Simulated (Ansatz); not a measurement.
MgCuGe:

```
Ge Cu Mg
1.0
     4.00530    0.00000    0.00000
     0.00000    4.00530    0.00000
     0.00000    0.00000    6.39475
Ge Cu Mg
2 2 2
Direct
  0.50000 0.00000 0.32202
  0.00000 0.50000 0.67798
  0.50000 0.00000 0.70196
  0.00000 0.50000 0.29804
  0.50000 0.50000 0.00000
  0.00000 0.00000 0.00000
```

The cell comes from a database or a generator and needn't be the stable form of this composition.

- Program: Ansatz 0.2.0
- Task: single point
- Functional: PBE
- Potentials or basis: Ansatz PAW
- Cutoff: 420 eV (not typed: the program's choice for these potentials)
- k mesh: 7 × 7 × 4
- Occupations: fermi-dirac, width 0.05 eV
- Spin: no spin polarisation

On this cell: pressure 0.3 GPa; largest force 0.106 eV/Å; band gap on the k mesh none (metal or under the smearing width).

The same run follows on a disturbed copy (atoms moved at random, drawn with an rms of 0.05 Å):

```xyz
6
Lattice="4.0053 0.0000 0.0000 0.0000 4.0053 0.0000 0.0000 0.0000 6.3948" Properties=species:S:1:pos:R:3 pbc="T T T"
Ge    1.9864    0.0247    2.0671
Ge    0.0596    2.0185    4.3203
Cu    2.0175    0.0477    4.4611
Cu   -0.0375    2.0040    1.9044
Mg    2.0706    1.9428   -0.0182
Mg   -0.0172    0.0528    0.0025
```

**Question.** What changes?

**Answer.** The energy (extrapolated to zero smearing) moves by +9.6 meV/atom; pressure 0.6 GPa; largest force 0.815 eV/Å; band gap on the k mesh none (metal or under the smearing width).

Forces on the atoms (eV/Å):
```
Ge  -0.006 -0.102 -0.086
Ge   0.002  0.046 -0.030
Cu  -0.002 -0.116  0.084
Cu   0.095  0.056  0.046
Mg  -0.472  0.664  0.022
Mg   0.383 -0.548 -0.036
```

Stress tensor (GPa, compression positive):
```
 0.37 -0.21  0.50
-0.21  0.29  0.08
 0.50  0.08  1.11
```
